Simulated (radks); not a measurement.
**Tc⁺ inside a hard spherical wall**

What does compression do to the levels of Tc⁺? A hard sphere of shrinking radius stands in for pressure; the configuration is held at [Kr] 4d5 5s1.

Program: radks (a radial shooting solver on a logarithmic mesh, Libxc functionals) version 1. Level of theory: scalar-relativistic Kohn-Sham, LDA (Slater exchange, Perdew-Wang correlation), spin-polarised, spherical densities, finite nucleus; open shells are filled with parallel spins first. These are calculated values, not measurements, unless marked.

### 1 Starting point

```
element            : technetium (Z = 43)
charge             : +1
electrons          : 42
configuration      : [Kr] 4d5 5s1
nuclear rms radius : 4.4112 fm
```

The outer shells:

Tc⁺
```
[Kr] core
4d [↑ ][↑ ][↑ ][↑ ][↑ ]
5s [↑ ]
```

### 2 The free atom

Input:

```text
Z 43
configuration [Kr] 4d5 5s1 5p0 6s0 4f0
relativity scalar-relativistic
functional lda,pw
spin polarised
nucleus finite rms 4.4112 fm
c 137.035999084
```

### 3 Wall at 20 bohr

Changes since step 2:

```diff
@@ -6,2 +6,3 @@
 nucleus finite rms 4.4112 fm
+wall 20 bohr
 c 137.035999084
```

### 4 Wall at 12 bohr

Changes since step 3:

```diff
@@ -6,3 +6,3 @@
 nucleus finite rms 4.4112 fm
-wall 20 bohr
+wall 12 bohr
 c 137.035999084
```

### 5 Wall at 10 bohr

Changes since step 4:

```diff
@@ -6,3 +6,3 @@
 nucleus finite rms 4.4112 fm
-wall 12 bohr
+wall 10 bohr
 c 137.035999084
```

### 6 Wall at 8 bohr

Changes since step 5:

```diff
@@ -6,3 +6,3 @@
 nucleus finite rms 4.4112 fm
-wall 10 bohr
+wall 8 bohr
 c 137.035999084
```

### 7 Wall at 7 bohr

Changes since step 6:

```diff
@@ -6,3 +6,3 @@
 nucleus finite rms 4.4112 fm
-wall 8 bohr
+wall 7 bohr
 c 137.035999084
```

### 8 Wall at 5 bohr

Changes since step 7:

```diff
@@ -6,3 +6,3 @@
 nucleus finite rms 4.4112 fm
-wall 7 bohr
+wall 5 bohr
 c 137.035999084
```

### 9 Wall at 4 bohr

Changes since step 8:

```diff
@@ -6,3 +6,3 @@
 nucleus finite rms 4.4112 fm
-wall 5 bohr
+wall 4 bohr
 c 137.035999084
```

### 10 Wall at 2 bohr

Changes since step 9:

```diff
@@ -6,3 +6,3 @@
 nucleus finite rms 4.4112 fm
-wall 4 bohr
+wall 2 bohr
 c 137.035999084
```

**Question.** What will these runs give? Wanted: for each run, R; E − E(free); ε(5s); ε(5p, empty); ε(6s, empty); ε(4f, empty); pressure.

**Answer**, as computed:

| R (bohr) | E − E(free) (eV) | ε(5s) (eV) | ε(5p, empty) (eV) | ε(6s, empty) (eV) | ε(4f, empty) (eV) | pressure (GPa) |
| --- | --- | --- | --- | --- | --- | --- |
| free | 0.000 | -12.431 | -7.554 | -3.176 | -0.944 | 0 |
| 20 | 0.000 | -12.431 | -7.554 | -3.175 | -0.800 | < 0.0001 |
| 12 | 0.000 | -12.431 | -7.553 | -2.965 | -0.038 | < 0.0001 |
| 10 | 0.001 | -12.430 | -7.544 | -2.471 | 0.601 | 0.000743 |
| 8 | 0.014 | -12.401 | -7.438 | -0.762 | 1.932 | 0.0305 |
| 7 | 0.069 | -12.308 | -7.192 | 1.421 | 3.182 | 0.190 |
| 5 | 1.483 | -10.705 | -4.341 | 15.511 | 8.907 | 7.75 |
| 4 | 6.940 | -6.133 | 2.275 | 38.700 | 16.044 | 59.1 |
| 2 | 294.94 | 119.21 | 144.59 | 366.50 | 87.649 | 15181 |

In words: Eigenvalues are for spin up. At the tightest wall, 2 bohr, the energy stands 294.94 eV above the free atom and the pressure, −dE/dV, is 15181 GPa. Of the levels in the table that exist at both ends, 6s (empty) rises most from the free atom (369.67 eV). From R = 2 bohr inwards the highest occupied level lies above zero, pushed up by confinement. Shells are not refilled when levels cross, and a hard wall is a model, not a crystal.
